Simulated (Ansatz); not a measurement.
Predict the output of the script below (Ansatz 0.2.0 through its Python package).

`md_ch2brcl.py`:
```python
import logging
import sys

import ansatz as az
from ase import Atoms
import numpy as np

logging.basicConfig(stream=sys.stdout, format="%(levelname)s %(message)s")
log = logging.getLogger("ch2brcl")
log.setLevel(logging.INFO)

atoms = Atoms(["Cl", "C", "Br", "H", "H"], positions=[
    (-1.5599, 0.0932, 0.5629),
    (-0.0093, 0.042, -0.1746),
    (1.2488, -0.5957, 1.1069),
    (0.3859, 1.0474, -0.5059),
    (-0.0156, -0.6607, -1.0308),
])
molecule = az.Crystal.molecule_from_ase(atoms)

job = (
    molecule.calculation()
    .basis(gaussian="def2-SVP")
    .functional("pbe0", dispersion="d3bj")
    .md("nvt_langevin", timestep=0.25, steps=30, temperature=800, initial_velocities="maxwell_boltzmann", seed=83, friction=0.01)
)
frames = []
out = job.session().plan().execute(on_event=lambda e: frames.append(e["data"]) if e["event"] == "md_step" else None)
log.info("t (fs)   E_pot (eV)      E_kin (eV)   T (K)   d(0-1) (A)")
for f in frames[::3]:
    xyz = np.array(f["positions_ang"])
    log.info(f"{f['time_fs']:6.2f} {f['lagrangian_ev']:14.5f} {f['e_kin_ev']:10.5f} {f['temperature_k']:8.1f} {np.linalg.norm(xyz[0] - xyz[1]):9.4f}")
print("mean temperature", round(float(np.mean([f["temperature_k"] for f in frames])), 1), "K")
symbols = [site.symbol for site in molecule.cartesian_sites]
with open("last_frame.xyz", "w") as handle:
    handle.write(f"{len(symbols)}\nt = {frames[-1]['time_fs']} fs\n")
    handle.writelines("{:2s} {:10.5f} {:10.5f} {:10.5f}\n".format(s, *xyz) for s, xyz in zip(symbols, frames[-1]["positions_ang"]))
```

```console
$ python md_ch2brcl.py
INFO t (fs)   E_pot (eV)      E_kin (eV)   T (K)   d(0-1) (A)
INFO   0.00   -83611.65638    0.41363    640.0    1.7178
INFO   0.75   -83611.63253    0.31232    483.2    1.7197
INFO   1.50   -83611.60488    0.31189    482.6    1.7225
INFO   2.25   -83611.58691    0.31295    484.2    1.7262
INFO   3.00   -83611.58215    0.30613    473.7    1.7303
INFO   3.75   -83611.59568    0.29411    455.1    1.7342
INFO   4.50   -83611.61774    0.31171    482.3    1.7369
INFO   5.25   -83611.63559    0.32583    504.1    1.7395
INFO   6.00   -83611.63560    0.32227    498.6    1.7416
INFO   6.75   -83611.60661    0.29066    449.7    1.7435
INFO   7.50   -83611.56311    0.23053    356.7    1.7444
mean temperature 481.6 K
```

File `last_frame.xyz` afterwards:
```text
5
t = 7.5 fs
Cl   -1.58184    0.05776    0.53139
C     0.01727    0.01863   -0.16450
Br    1.26267   -0.57785    1.12439
H     0.13945    1.03230   -0.39254
H     0.02737   -0.53995   -1.11703
```

What to keep in mind:
- Total energies depend on the basis set; only differences at equal settings carry meaning.
- The trajectory is only some femtoseconds long, so its temperature is not equilibrated; where the script doesn't relax first, it starts from a rough generated geometry.
- The printed temperature counts all 3N degrees of freedom under Langevin dynamics, so the first row lies under the target.
- The whole script took 72 s on 1 thread of Arm Neoverse V2, on a shared host, peak memory 0.22 GiB.
